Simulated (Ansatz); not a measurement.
Geometry optimisation, DFT PBE, scalar-relativistic, plane waves, PAW in Ansatz.

input.yaml

```yaml
crystal:
  lattice:
    - [5.048742, 0.0, 0.0]
    - [2.524371, 4.372339, 0.0]
    - [0.0, 0.0, 14.676426]
  atoms:
    - { symbol: H, position: [0.16666668, 0.16666667, 0.06813648] }
    - { symbol: H, position: [0.66666673, 0.16666667, 0.06813648] }
    - { symbol: H, position: [0.16666669, 0.6666667, 0.06813648] }
    - { symbol: H, position: [0.66666673, 0.6666667, 0.06813648] }
    - { symbol: C, position: [0.16666668, 0.16666667, 0.14308661] }
    - { symbol: C, position: [0.66666673, 0.16666667, 0.14308661] }
    - { symbol: C, position: [0.16666669, 0.6666667, 0.14308661] }
    - { symbol: C, position: [0.66666673, 0.6666667, 0.14308661] }
    - { symbol: C, position: [-0.16666667, 0.33333335, 0.17819632] }
    - { symbol: C, position: [0.33333337, 0.33333335, 0.17819632] }
    - { symbol: C, position: [-0.16666666, 0.83333337, 0.17819632] }
    - { symbol: C, position: [0.33333338, 0.83333337, 0.17819632] }
    - { symbol: C, position: [-0.16666667, 0.33333335, 0.28352546] }
    - { symbol: C, position: [0.33333337, 0.33333335, 0.28352546] }
    - { symbol: C, position: [-0.16666666, 0.83333337, 0.28352546] }
    - { symbol: C, position: [0.33333338, 0.83333337, 0.28352546] }
    - { symbol: C, position: [0.0, 0.0, 0.31863518] }
    - { symbol: C, position: [0.50000004, 0.0, 0.31863518] }
    - { symbol: C, position: [1.0e-08, 0.50000002, 0.31863518] }
    - { symbol: C, position: [0.50000005, 0.50000002, 0.31863518] }
    - { symbol: W, position: [0.55555562, 1.0555556, 0.48148136] }
basis:
  ecutwfc: 420.0
kpoints:
  mp_grid: { grid: [3, 3, 1] }
hamiltonian:
  xc: pbe
  pseudopotentials: { kind: paw, azcp: { folder: soft_1 } }
scf:
  occupations: { method: gaussian, width: 0.02 }
  lower_state_search: "off"
relax:
  f_tol: 0.03
  max_steps: 60
  adjacent_minimum: "off"
  constraints: [{ sites: [0, 1, 2, 3, 4, 5, 6, 7, 8, 9, 10, 11] }]
```

Run as:

```bash
$ ansatz run input.yaml --threads 1 --pin off --max-ram 3072MiB --backend cpu --events-out ev --progress --plain --runs-dir out
```

Q: Where does it end, and by what steps?

A: The run converged. Limits of this set-up: coarse k mesh, thin slab, slab without dipole correction. After 10 steps the energy has fallen by 4.770 eV; W21 moved furthest, 1.34 Å. Joined: C13–W21 (3.79 → 2.48 Å), C14–W21 (3.18 → 2.48 Å), C15–W21 (3.18 → 2.48 Å), C17–W21 (3.19 → 2.06 Å), C20–W21 (3.19 → 2.06 Å).

```tsv
step	energy less start (eV)	largest force component (eV/Å)	accepted
0	0.0000	5.088	yes
1	-1.3925	4.232	yes
2	-2.2942	2.567	yes
3	-2.9504	2.049	yes
4	-3.6204	2.072	yes
5	-4.2124	1.596	yes
6	-4.6106	0.830	yes
7	-4.7470	0.370	yes
8	-4.7681	0.118	yes
9	-4.7696	0.034	yes
10	-4.7698	0.029	yes
```

```xyz
21
Lattice="5.0487 0.0000 0.0000 2.5244 4.3723 0.0000 0.0000 0.0000 14.6764" Properties=species:S:1:pos:R:3
H 1.262 0.729 1.000
H 3.787 0.729 1.000
H 2.524 2.915 1.000
H 5.049 2.915 1.000
C 1.262 0.729 2.100
C 3.787 0.729 2.100
C 2.524 2.915 2.100
C 5.049 2.915 2.100
C 0.000 1.457 2.615
C 2.524 1.457 2.615
C 1.262 3.644 2.615
C 3.787 3.644 2.615
C 0.024 1.471 4.165
C 2.500 1.471 4.164
C 1.262 3.615 4.164
C 3.787 3.644 4.301
C -0.011 0.006 4.680
C 2.536 0.006 4.680
C 1.262 2.186 4.595
C 3.786 2.173 4.680
W 6.310 5.100 6.146
```

Time of the run: 77 s on 1 thread of Arm Neoverse V1, on a shared host, peak memory 0.48 GiB.
